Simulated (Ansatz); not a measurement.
# LaOF (R-3m) in Ansatz: convergence with smearing width

Aim: find how far smearing width must go before the results for LaOF settle, at r2SCAN. This setting moves, with any that are tied to it; all else stays.

Program: Ansatz 0.2.0. These are calculated values, not measurements. Logs are shortened: lines on timing, memory, paths and dates and some standing lists are left out, and cuts for length are marked.

### 1 The structure

Symmetry: R-3m, No. 166, trigonal system. The conventional cell has a = 4.051 Å, b = 4.051 Å, c = 20.212 Å, α = 90.00°, β = 90.00°, γ = 120.00°. La (site symmetry 3m) has 4 F at 2.42 to 2.43 Å and 4 O at 2.59 Å as nearest neighbours. F (site symmetry 3m) has 4 La at 2.42 to 2.43 Å as nearest neighbours. O (site symmetry 3m) is surrounded by 4 La at 2.59 Å and 3 O at 2.77 Å and 3 F at 2.91 Å.

### 2 With smearing width 0.3 eV

Input file input.yaml:

```yaml
crystal:
  lattice:
    - [2.0255, 1.1694229702, 6.7373333333]
    - [-2.0255, 1.1694229702, 6.7373333333]
    - [0.0, -2.3388459405, 6.7373333333]
  atoms:
    - { symbol: La, position: [0.758, 0.758, 0.758] }
    - { symbol: La, position: [0.242, 0.242, 0.242] }
    - { symbol: F, position: [0.878, 0.878, 0.878] }
    - { symbol: F, position: [0.122, 0.122, 0.122] }
    - { symbol: O, position: [0.63, 0.63, 0.63] }
    - { symbol: O, position: [0.37, 0.37, 0.37] }
hamiltonian:
  xc: r2scan
  pseudopotentials: { kind: paw, source: jth }
kpoints:
  mp_grid: { grid: [7, 7, 7] }
scf:
  occupations: { method: fermi_dirac, width: 0.3 }
output:
  forces: true
  stress: true
  eigenvalues: true
```

Potentials or basis: JTH PAW.

Run with:

```sh
ansatz run input.yaml --threads 2 --pin off --max-ram 5632MiB --backend cpu --events-out ev --progress --plain --runs-dir out
```

Standard output:

```text
Warning: the checks of this La dataset prove no rule for summing its radial tables, as where they were carried onto another mesh than they were made on, and Gregory's rule is taken, under which a leading mesh point left out moves its sums only by what lay on the interval it spanned. That does not make them correct, and they differ from Quantum ESPRESSO's on this file; a re-export a fraction of a mesh step off can move them. hamiltonian.pseudopotentials.radial_quadrature: simpson_from_first_knot sums it by `pw.x`'s rule; on a PAW file no value gives `pw.x`'s numbers. What more to know: hamiltonian.pseudopotentials.radial_quadrature, in the input reference
Warning: the checks of this F dataset prove no rule for summing its radial tables, as where they were carried onto another mesh than they were made on, and Gregory's rule is taken, under which a leading mesh point left out moves its sums only by what lay on the interval it spanned. That does not make them correct, and they differ from Quantum ESPRESSO's on this file; a re-export a fraction of a mesh step off can move them. hamiltonian.pseudopotentials.radial_quadrature: simpson_from_first_knot sums it by `pw.x`'s rule; on a PAW file no value gives `pw.x`'s numbers. What more to know: hamiltonian.pseudopotentials.radial_quadrature, in the input reference
Warning: the checks of this O dataset prove no rule for summing its radial tables, as where they were carried onto another mesh than they were made on, and Gregory's rule is taken, under which a leading mesh point left out moves its sums only by what lay on the interval it spanned. That does not make them correct, and they differ from Quantum ESPRESSO's on this file; a re-export a fraction of a mesh step off can move them. hamiltonian.pseudopotentials.radial_quadrature: simpson_from_first_knot sums it by `pw.x`'s rule; on a PAW file no value gives `pw.x`'s numbers. What more to know: hamiltonian.pseudopotentials.radial_quadrature, in the input reference
Warning: RAYON_NUM_THREADS=2 ignored (pool sized by the plan → 2); use --threads N
basis.fft_grid_basis auto: the FFT boxes are laid along the combinations [[1, 0, -1], [0, 1, -1], [0, 0, 1]] of the cell's own vectors, 4.051, 4.051 and 7.132 Å long. The dense box has 54×54×96 points. Along the cell's own vectors, as sized, it would have 96×96×96, 3.16 times as many. Of the 12 symmetry operations that the crystal satisfies within crystal.symmetry.tolerance (time reversal apart; of a slab, those that keep its plane) the dense box along the cell's own vectors carries 12, and the one as laid loses 8 of those. basis.fft_grid_basis: typed keeps the cell's own vectors: state it where this run's energies or levels are differenced outside the engine with another run's, or held beside a run that keeps those vectors.
band count auto-derived: 33 (N_el = 48.0; filled up to band 24; 30 by the electrons, moments and atoms)
Engine: ansatz 0.2.0, aarch64-unknown-linux-gnu
Pseudopotentials: kind: paw
Pseudopotential: La, paw, valence charge 11, recommended cutoff 840 eV (normal), La.paw.azcp
Pseudopotential: F, paw, valence charge 7, recommended cutoff 1500 eV (normal), F.paw.azcp
Pseudopotential: O, paw, valence charge 6, recommended cutoff 1380 eV (normal), O.paw.azcp
Functional definition: r2SCAN
  parameter k0 = 0.174
  parameter k1 = 0.065
  parameter a1 = 4.9479
  exchange = r2scan_x(k0 = k0, k1 = k1, a1 = a1)
  correlation = r2scan_c
Crystal: 6 atoms, lattice volume = 95.751 Å³
Basis set: ecut = 1500 eV, 12613 PW (Γ), FFT grids on a1−a3, a2−a3, a3, exchange–correlation on 216×216×384 points (64 copies of the dense FFT grid, shifted against one another)
Bands: 33, of which v1, the nominal top of the filled ones, is band 24 counted from 1 (23 counted from 0)
Symmetry: 12 space group operations
Space group: R-3m (ITA 166), of the structure as read, at distance tolerance 4.6e-5 Å
k-points: 44 of 343
Non-local potential: La, projectors of the file, l = 0: 2, l = 1: 2, l = 2: 2, l = 3: 2
Non-local potential: F, projectors of the file, l = 0: 2, l = 1: 2
Non-local potential: O, projectors of the file, l = 0: 2, l = 1: 2
PAW form: soft (Blöchl's): semilocal exchange-correlation on the pseudo side does not see the compensation charge
PAW frozen core: La, regenerated for the run's functional (the file was generated under x = pbe(κ = 0.804, μ = 0.2195149727645171), c = pbe(β = 0.06672455060314922))
PAW frozen core: F, regenerated for the run's functional (the file was generated under x = pbe(κ = 0.804, μ = 0.2195149727645171), c = pbe(β = 0.06672455060314922))
PAW frozen core: O, regenerated for the run's functional (the file was generated under x = pbe(κ = 0.804, μ = 0.2195149727645171), c = pbe(β = 0.06672455060314922))
[... 19 lines left out ...]
SCF converged after 10 iterations
Free energy (F): -15265.694570 eV
Harris-Foulkes:  -15265.694570 eV  (|F-HF|=5.70e-9)
Internal energy: -15265.556741 eV  (E = F + TS)
E sigma→0 (E₀):  -15265.625656 eV
Entropy (-TS):   -0.137829 eV (-22.972 meV/atom)
Fermi energy:    10.709655 eV
--- Per-component energies (eV) ---
  E_band       = -127.250050
  E_kinetic    = 1471.273669
  E_local      = -2430.191838  (includes V_loc(G=0)·N_el)
  E_nonlocal   = 70.656489
  E_hartree    = 893.507511
  E_xc         = -896.155358
  E_vxc        = -1024.395880  (∫ρ·V_xc dr)
  E_paw        = -11229.685789  (= ΣΔE_a)
  E_vpaw       = -61.217172  (= ΣTr[D̂ρ^β])
  E_aug_tail   = -0.000105  (compensation charges beyond the density's cutoff)
  E_vtau       = 59.612102  (kinetic-family band-sum trace: ∫τ·v_τ [+ j·A + Jᵃ·Aᵃ] dr)
  E_ewald      = -3144.963452
  E_core_change = 0.002131  (= ΣΔE_core)
  E_smearing   = -0.137829  (= −TS)
  E_closure    = 0.000000  (closes the sum)
  Σ components = -15265.694570   (vs F -15265.694570, Δ=0.00e0)
--- Forces (eV/Å), atoms counted from 1 ---
  atom   1  La    -0.00000000     0.00000000    -7.39401867
  atom   2  La     0.00000000    -0.00000000     7.39401867
  atom   3  F     -0.00000000     0.00000000    -0.92031406
  atom   4  F      0.00000000    -0.00000000     0.92031406
  atom   5  O      0.00000000     0.00000000    -2.70563757
  atom   6  O     -0.00000000    -0.00000000     2.70563757
  max |Σ_I F_I| component: 1.78e-15 eV/Å
--- Stress (GPa, compression-positive) ---
        4.158723       0.000000       0.000000
        0.000000       4.158723       0.000000
        0.000000       0.000000      -6.177377
  P = ⅓ Tr σ = 0.7134 GPa (7.134 kbar)
--- Band table (eV; the first three rows and the last of 44) ---
  k-point 0: bands = ["-23.1032", "-22.7870", "-17.2070", "-17.1394", "-8.0081", "-6.4042", "-6.1250", "-6.1250", "-5.8670", "-5.8670", "-5.6721", "-4.8994", "2.0113", "2.0113", "2.1616", "2.1616", "2.2486", "2.8195", "7.5343", "8.2305", "8.2305", "8.9466", "8.9466", "9.0170", "12.4059", "13.4669", "13.4669", "13.8011", "13.8011", "13.9737", "14.0010", "14.0012", "14.0013"]
  k-point 1: bands = ["-23.0579", "-22.7665", "-17.2704", "-17.2010", "-8.0283", "-6.7737", "-6.1793", "-5.9156", "-5.8531", "-5.8292", "-5.6079", "-4.9082", "2.0938", "2.1165", "2.1346", "2.2977", "2.3829", "2.7959", "7.6078", "8.1263", "8.1573", "8.8948", "9.0418", "9.0903", "12.3902", "13.4198", "13.4764", "13.7539", "13.7671", "13.9284", "13.9748", "13.9791", "13.9857"]
  k-point 2: bands = ["-22.9455", "-22.7266", "-17.4100", "-17.3458", "-8.0249", "-7.1965", "-6.2960", "-6.0216", "-5.9614", "-5.8559", "-5.1586", "-4.8279", "2.1668", "2.2045", "2.3515", "2.5660", "2.5972", "2.7856", "7.5869", "8.0354", "8.1247", "8.9982", "9.1532", "9.2393", "12.0900", "13.3510", "13.5983", "13.6805", "13.7249", "13.8327", "13.8771", "13.9529", "13.9580"]
  k-point 43: bands = ["-23.0380", "-22.7890", "-17.2703", "-17.1967", "-7.9083", "-6.8315", "-6.1662", "-6.0960", "-5.9372", "-5.9307", "-5.5326", "-4.7092", "2.1240", "2.1510", "2.1940", "2.2801", "2.3902", "2.8123", "7.5312", "7.9401", "8.0667", "8.8631", "8.9808", "9.0943", "12.9262", "13.4095", "13.4851", "13.7728", "13.7761", "13.7945", "13.9279", "13.9649", "13.9797"]
```

Wall time 48 s (2 threads of Arm Neoverse V2, shared host); peak memory 2.1 GiB.

Results:

- Free energy: -15265.6946 eV
- Pressure: 0.7 GPa
- Largest force: 7.394 eV/Å
- Band gap on the k mesh: 1.87 eV, indirect (least direct gap 1.89 eV)

### 3 With smearing width 0.2 eV

Edit input.yaml of step 2 so:

```diff
@@ -18,3 +18,3 @@
 scf:
-  occupations: { method: fermi_dirac, width: 0.3 }
+  occupations: { method: fermi_dirac, width: 0.2 }
 output:
```

Potentials or basis: JTH PAW.

Run with:

```sh
ansatz run input.yaml --threads 2 --pin off --max-ram 5632MiB --backend cpu --events-out ev --progress --plain --runs-dir out
```

It took 49 s on 2 threads of Arm Neoverse V2, shared host; peak memory 2.1 GiB.

What came out:

| Item | Value |
| --- | --- |
| Free energy | -15265.6689 eV |
| Pressure | 0.6 GPa |
| Largest force | 7.540 eV/Å |
| Band gap on the k mesh | 1.82 eV, indirect (least direct gap 1.83 eV) |

### 4 With smearing width 0.15 eV

Edit input.yaml of step 3 so:

```diff
@@ -18,3 +18,3 @@
 scf:
-  occupations: { method: fermi_dirac, width: 0.2 }
+  occupations: { method: fermi_dirac, width: 0.15 }
 output:
```

Run with:

```sh
ansatz run input.yaml --threads 2 --pin off --max-ram 5632MiB --backend cpu --events-out ev --progress --plain --runs-dir out
```

It took 57 s on 2 threads of Arm Neoverse V2, shared host; peak memory 2.1 GiB.

Results:

| Property | Result |
| --- | --- |
| Free energy | -15265.6663 eV |
| Pressure | 0.6 GPa |
| Largest force | 7.564 eV/Å |
| Band gap on the k mesh | 1.81 eV, indirect (least direct gap 1.82 eV) |

### 5 With smearing width 0.1 eV

Edit input.yaml of step 4 so:

```diff
@@ -18,3 +18,3 @@
 scf:
-  occupations: { method: fermi_dirac, width: 0.15 }
+  occupations: { method: fermi_dirac, width: 0.1 }
 output:
```

Run with:

```sh
ansatz run input.yaml --threads 2 --pin off --max-ram 5632MiB --backend cpu --events-out ev --progress --plain --runs-dir out
```

Wall time 47 s (2 threads of Arm Neoverse V2, shared host); peak memory 2.1 GiB.

Results:

* Free energy: -15265.6659 eV
* Pressure: 0.6 GPa
* Largest force: 7.569 eV/Å
* Band gap on the k mesh: 1.81 eV, indirect (least direct gap 1.82 eV)

### 6 With smearing width 0.05 eV

Edit input.yaml of step 5 so:

```diff
@@ -18,3 +18,3 @@
 scf:
-  occupations: { method: fermi_dirac, width: 0.1 }
+  occupations: { method: fermi_dirac, width: 0.05 }
 output:
```

Potentials or basis: JTH PAW.

Run with:

```sh
ansatz run input.yaml --threads 2 --pin off --max-ram 5632MiB --backend cpu --events-out ev --progress --plain --runs-dir out
```

Run time: 46 s. Hardware: 2 threads of Arm Neoverse V2, shared host; peak memory 2.1 GiB.

Results (log left out):

- Free energy: -15265.6659 eV
- Pressure: 0.6 GPa
- Largest force: 7.569 eV/Å
- Band gap on the k mesh: 1.81 eV, indirect (least direct gap 1.82 eV)

### 7 With smearing width 0.025 eV

Edit input.yaml of step 6 so:

```diff
@@ -18,3 +18,3 @@
 scf:
-  occupations: { method: fermi_dirac, width: 0.05 }
+  occupations: { method: fermi_dirac, width: 0.025 }
 output:
```

Run with:

```sh
ansatz run input.yaml --threads 2 --pin off --max-ram 5632MiB --backend cpu --events-out ev --progress --plain --runs-dir out
```

Wall time 45 s (2 threads of Arm Neoverse V2, shared host); peak memory 2.1 GiB.

Results (log left out):

| Item | Value |
| --- | --- |
| Free energy | -15265.6659 eV |
| Pressure | 0.6 GPa |
| Largest force | 7.569 eV/Å |
| Band gap on the k mesh | 1.81 eV, indirect (least direct gap 1.82 eV) |

### 8 With smearing width 0.01 eV

Edit input.yaml of step 7 so:

```diff
@@ -18,3 +18,3 @@
 scf:
-  occupations: { method: fermi_dirac, width: 0.025 }
+  occupations: { method: fermi_dirac, width: 0.01 }
 output:
```

Run with:

```sh
ansatz run input.yaml --threads 2 --pin off --max-ram 5632MiB --backend cpu --events-out ev --progress --plain --runs-dir out
```

It took 45 s on 2 threads of Arm Neoverse V2, shared host; peak memory 2.1 GiB.

Results (log left out):

```yaml
Free_energy: -15265.6659 eV
Pressure: 0.6 GPa
Largest_force: 7.569 eV/Å
Band_gap_on_the_k_mesh: 1.81 eV, indirect (least direct gap 1.82 eV)
```

### 9 With smearing width 0.005 eV

Edit input.yaml of step 8 so:

```diff
@@ -18,3 +18,3 @@
 scf:
-  occupations: { method: fermi_dirac, width: 0.01 }
+  occupations: { method: fermi_dirac, width: 0.005 }
 output:
```

Potentials or basis: JTH PAW.

Run with:

```sh
ansatz run input.yaml --threads 2 --pin off --max-ram 5632MiB --backend cpu --events-out ev --progress --plain --runs-dir out
```

Wall time 52 s (2 threads of Arm Neoverse V2, shared host); peak memory 2.1 GiB.

The run converged. Its results:

```yaml
Free_energy: -15265.6659 eV
Pressure: 0.6 GPa
Largest_force: 7.569 eV/Å
Band_gap_on_the_k_mesh: 1.81 eV, indirect (least direct gap 1.82 eV)
```

### 10 The series at a glance

```
smearing width  energy less the tightest run, at zero smearing (meV/atom)  pressure (GPa)  largest force (eV/Å)  gap on the mesh (eV)  SCF cycles  CPU time (s)  peak memory (GiB)
        0.3 eV                                                       6.71            0.71                 7.394                 1.874          10            94                2.1
        0.2 eV                                                       1.11            0.59                 7.540                 1.820          10            97                2.1
       0.15 eV                                                       0.19            0.57                 7.564                 1.811          10           110                2.1
        0.1 eV                                                       0.01            0.57                 7.569                 1.809          10            93                2.1
       0.05 eV                                                       0.00            0.57                 7.569                 1.809          10            92                2.1
      0.025 eV                                                       0.00            0.57                 7.569                 1.809          10            89                2.1
       0.01 eV                                                       0.00            0.57                 7.569                 1.809          10            90                2.1
      0.005 eV                                                       0.00            0.57                 7.569                 1.809          10           100                2.1
```

Against the tightest run, the energy stays within 1 meV/atom from 0.15 eV on; the pressure stays within 0.1 GPa from 0.2 eV on; the largest force stays within 0.005 eV/Å from 0.1 eV on; the gap on the mesh stays within 0.01 eV from 0.15 eV on. The tightest run that finished is the yardstick and may itself not be fully converged.

Caveats: the magnetic or orbital state may not be the lowest; odd divisions of the mesh miss points on the zone boundary, where band edges often lie, so the gap on the mesh can be too wide; spin-orbit coupling is left out, which moves the levels of the heavy elements; forces of over 1 eV/Å show positions far from the minimum, so gaps and moduli don't describe the material at rest.
